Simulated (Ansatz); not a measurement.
Run this with Ansatz 0.2.0 through its Python package and show what comes out.

Input file `POSCAR_scb2`:
```text
ScB2
1.0
   3.15000000    0.00000000    0.00000000
  -1.57500000    2.72798002    0.00000000
   0.00000000    0.00000000    3.52000000
Sc B
1 2
Direct
   0.00000000    0.00000000    0.00000000
   0.33333333    0.66666667    0.50000000
   0.66666667    0.33333333    0.50000000
```

`scb2_lattice.py`:
```python
# -*- coding: utf-8 -*-
"""Relaxed cell of ScB2 under several functionals."""

import argparse

import ansatz as az
from ase.io import read
import numpy as np

parser = argparse.ArgumentParser(description="Relaxed cell of ScB2 under several functionals.")
parser.add_argument("--filling", required=True, help="how the bands are filled")
parser.add_argument("--cutoff-ev", type=float, required=True, help="plane-wave cutoff (eV)")
parser.add_argument("--k-spacing", type=float, required=True, help="k-point sampling")
parser.add_argument("--force-tol", type=float, default=0.03, help="force threshold (eV/A)")
args = parser.parse_args()

def edges_and_angles(cell):
    cell = np.asarray(cell)
    a, b, c = np.linalg.norm(cell, axis=1)
    cosines = cell[1] @ cell[2] / (b * c), cell[0] @ cell[2] / (a * c), cell[0] @ cell[1] / (a * b)
    return (a, b, c, *np.degrees(np.arccos(cosines)))


def main():
    atoms = read("POSCAR_scb2", format="vasp")
    scb2 = az.Crystal.from_ase(atoms)

    model = (
        scb2.calculation()
        .occupations(args.filling)
        .basis(args.cutoff_ev)
        .kpoints(spacing=args.k_spacing)
        .relax(cell=True, force_tolerance=args.force_tol)
    )

    levels = [("pbesol", "d3bj"), ("pbesol", "none"), ("lda", "none")]
    print("level            a       b       c    alpha   beta  gamma  V/atom  steps")
    for name, dispersion in levels:
        seen = []
        run = model.functional(name, dispersion=dispersion).session().plan()
        result = run.execute(on_event=lambda e: seen.append(e) if e["event"] == "relax_step" else None)
        cell = result.lattice.cell_ang
        label = name if dispersion == "none" else f"{name}+{dispersion}"
        print("{:13s} {:7.4f} {:7.4f} {:7.4f} {:6.2f} {:6.2f} {:6.2f}".format(label, *edges_and_angles(cell)), f"{abs(np.linalg.det(cell)) / len(result.lattice.sites):7.3f} {len(seen):5d}")


if __name__ == "__main__":
    main()
```

```console
$ python scb2_lattice.py --filling fermi_dirac --cutoff-ev 510.0 --k-spacing 0.22
level            a       b       c    alpha   beta  gamma  V/atom  steps
pbesol+d3bj    3.1016  3.1016  3.4487  90.00  90.00 120.00   9.577     6
pbesol         3.1259  3.1259  3.4852  90.00  90.00 120.00   9.831     5
lda            3.0995  3.0995  3.4551  90.00  90.00 120.00   9.582     6
```

From smallest to largest: PBEsol+D3BJ (9.58 Å³ an atom, -5.0 % against the start), LDA (9.58 Å³ an atom, -5.0 % against the start) and PBEsol (9.83 Å³ an atom, -2.5 % against the start). The spread is 2.6 % in volume.

Caveats:
- Forces vanish by symmetry, so the ions can't move, and the end may be a saddle.
- Dispersion corrections can be off by several per cent in the lattices of metals, and by several GPa in the pressure at a fixed cell.
- The starting cell is as deposited in a crystallographic database; the results hold for this polymorph, which needn't be the stable one.
- Finished in 43 s on 1 thread of Arm Neoverse V1 (shared host), peak memory 0.48 GiB.
